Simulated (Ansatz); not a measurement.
**NaTiO2 (R-3m): relaxation of cell and ions**

What cell does NaTiO2 (R-3m) relax to? Aim: a relaxation of cell and ions, for NaTiO2 (R-3m), run from a script.

Computed with the Python package of Ansatz 0.2.0. Level of theory: DFT r2SCAN, plane waves, PAW.

### 1 The system

Symmetry: R-3m, No. 166, trigonal system. The conventional cell has a = 3.013 Å, b = 3.013 Å, c = 16.197 Å, α = 90.00°, β = 90.00°, γ = 120.00°. Around Na (site symmetry -3m) lie 6 O at 2.35 Å. Around Ti (site symmetry -3m) lie 6 O at 2.07 Å. O (site symmetry 3m) has 3 Ti at 2.07 Å and 3 Na at 2.35 Å as nearest neighbours.

The script holds or builds the structure itself.

### 2 The script

natio2.py reads:

```python
'''Relax cell and ions of NaTiO2.'''

from pathlib import Path

import ansatz as az
from ase import Atoms
from ase.neighborlist import neighbor_list
import matplotlib.pyplot as plt
import numpy as np

def edges_and_angles(cell):
    cell = np.asarray(cell)
    a, b, c = np.linalg.norm(cell, axis=1)
    cosines = cell[1] @ cell[2] / (b * c), cell[0] @ cell[2] / (a * c), cell[0] @ cell[1] / (a * b)
    return (a, b, c, *np.degrees(np.arccos(cosines)))

structure = (
    az.Lattice.from_parameters(5.672399, 5.672399, 5.672399, alpha=30.80526, beta=30.80526, gamma=30.80526)
    .atom('Na', (0.0, 0.0, 0.0))
    .atom('Ti', (0.5, 0.5, 0.5))
    .atom('O', (0.763804, 0.763804, 0.763804))
    .atom('O', (0.236196, 0.236196, 0.236196))
)

# only the volume may change
job = (
    structure.calculation()
    .kpoints(9, 9, 9)
    .occupations('Fermi-Dirac')
    .functional(az.Functional.R2SCAN)
    .basis(530)
    .relax(max_steps=100, fix_cell=['shape'])
    .density_of_states(energy_step=0.1, method='smearing', broadening_width=0.2, projected=True)
    .density()
    .electron_localization_function()
    .output_files(volumetric_format='npy')
)
steps = []


def collect(event):
    if event['event'] == 'relax_step':
        steps.append(event['data'])


outcome = job.session().plan().execute(on_event=collect)
rep = outcome.report
for s in steps:
    flag = '' if s['accepted'] else '  (rejected)'
    print('step %2d  E = %.5f eV  largest force component = %.4f eV/A%s' % (s['step'], s['lagrangian_ev'], s['allowed_force_max_ev_ang'], flag))

first, last = steps[0], steps[-1]
symbols = [site.symbol for site in outcome.lattice.sites]
print(f'energy gained {first["lagrangian_ev"] - last["lagrangian_ev"]:.4f} eV in {len(steps) - 1} steps')
for label, vectors in (('before', first['cell_ang']), ('after', outcome.lattice.cell_ang)):
    print(label, 'a b c (A) {:.4f} {:.4f} {:.4f}  angles {:.2f} {:.2f} {:.2f}'.format(*edges_and_angles(vectors)), f' V = {abs(np.linalg.det(vectors)):.3f} A^3')
print('final stress xx yy zz (GPa, compression positive):', np.round(np.diag(rep['stress_gpa']), 3) + 0.0)

print('relaxed fractional positions')
for site in outcome.lattice.sites:
    print(f'  {site.symbol:2s}', ' '.join(f'{v % 1:8.5f}' for v in np.round(site.position_frac, 5)))

print('atom   start x y z (A)              end x y z (A)')
for symbol, a, b in zip(symbols, first['positions_ang'], last['positions_ang']):
    print(f'{symbol:3s}', ' '.join(f'{v:8.4f}' for v in a), '  ', ' '.join(f'{v:8.4f}' for v in b))

final = Atoms(symbols, positions=last['positions_ang'], cell=outcome.lattice.cell_ang, pbc=True)
i, j, d = neighbor_list('ijd', final, 4.5)
print('neighbours within 1.15 times the shortest distance of each atom (A)')
for atom in range(len(final)):
    near = [m for m in np.argsort(d) if i[m] == atom]
    shell = [m for m in near if d[m] < 1.15 * d[near[0]]]
    print(f'{symbols[atom]}{atom} ({len(shell)}):', ', '.join(f'{symbols[j[m]]} {d[m]:.3f}' for m in shell))

fig, (top, bottom) = plt.subplots(2, 1, sharex=True, figsize=(4.5, 4))
top.plot([s['lagrangian_ev'] - last['lagrangian_ev'] for s in steps], 'o-')
top.set_ylabel('E - E(final) (eV)')
bottom.semilogy([max(s['allowed_force_max_ev_ang'], 1e-6) for s in steps], 's-')
bottom.set(xlabel='step', ylabel='largest force (eV/A)')
fig.tight_layout()
fig.savefig('relax.png', dpi=100)

n_atoms = len(rep['lattice']['sites'])
print('F =', round(rep['free_energy_ev'], 4), 'eV for', n_atoms, 'atoms')
print('E(sigma -> 0) =', round(rep['energy_sigma0_ev'], 4), 'eV, TS =', round(rep['entropy_ts_ev'], 5), 'eV')
print('closed by', rep['closed_by'], 'after', rep['n_iterations'], 'iterations')

dos = outcome.density_of_states()
energy = np.asarray(dos.energies_ev) - dos.fermi_ev
projected = outcome.projected_density_of_states()
# electrons in each projected shell, from the curves below the Fermi level
step = energy[1] - energy[0]
for index, site in enumerate(projected.sites):
    for shell in site.shells:
        curve = sum(np.sum(part.g_bin_mean_per_ev, axis=0) for part in shell.curves)
        print(f'site {index} {site.species:2s} {shell.label:3s} filled {curve[energy <= 0].sum() * step:7.3f}  at E_F {np.interp(0, energy, curve):7.3f} /eV')

# ELF is 0.5 in a uniform gas and nears 1 where pairs localise
folder = Path(outcome.write_results('elf'))
elf = np.load(folder / 'elf.npy')
peak = np.unravel_index(elf.argmax(), elf.shape)
print(f'largest ELF {elf.max():.3f} at grid fractions', np.round(np.array(peak) / elf.shape, 3))
for level in (0.2, 0.5, 0.7, 0.8, 0.9):
    print(f'share of the cell with ELF over {level}: {np.mean(elf > level):.3f}')
```

### 3 Launch

Started as:

```sh
> python natio2.py
```

Without the output at hand: what should come out? Wanted: free energy; moves of the relaxation; energy gained; last largest force component; relaxed conventional cell; space group at the end; highest ELF outside the cores.

The runs gave:

| quantity | value |
| --- | --- |
| free energy | -5135.7344 eV (-1283.9336 eV/atom) |
| moves of the relaxation | 2 |
| energy gained (ahead of the last change of basis) | 1.5 meV/atom |
| last largest force component | 0.0041 eV/Å |
| relaxed conventional cell | a = 2.995 Å, b = 2.995 Å, c = 16.102 Å, α = 90.00°, β = 90.00°, γ = 120.00° |
| space group at the end | R-3m |
| highest ELF outside the cores | 0.85, in the shell around O |

What this shows: The volume shrank by 1.8 % over 2 moves, and the space group stayed R-3m. Reading the output:
- The cell holds an odd number of electrons and is run without spin, so a magnetic state may lie lower.
- For a metal this k-point mesh is coarse: on a finer one energies can move by several to tens of meV an atom and pressures by half a GPa or more, differences at one mesh by less.
- Projections exist only for the shells that the potentials hold, some of them semicore, and samples at single energies can miss narrow peaks.
- Energies along a relaxation are free energies. Rows at an unchanged volume are solved on a plane-wave basis chosen afresh for that cell, so the energy jumps there and such rows are no steps of the walk.
- Edges and angles that the script prints are those of the cell as typed, here a primitive one.
- Grid values close to the nuclei reflect the PAW or pseudopotential construction, not the all-electron fields.
- This cell is a computed structure, which may not be the phase found in nature.
- The computed bands are complete only to about 2.9 eV above the Fermi level; beyond that the density of states is undercounted.
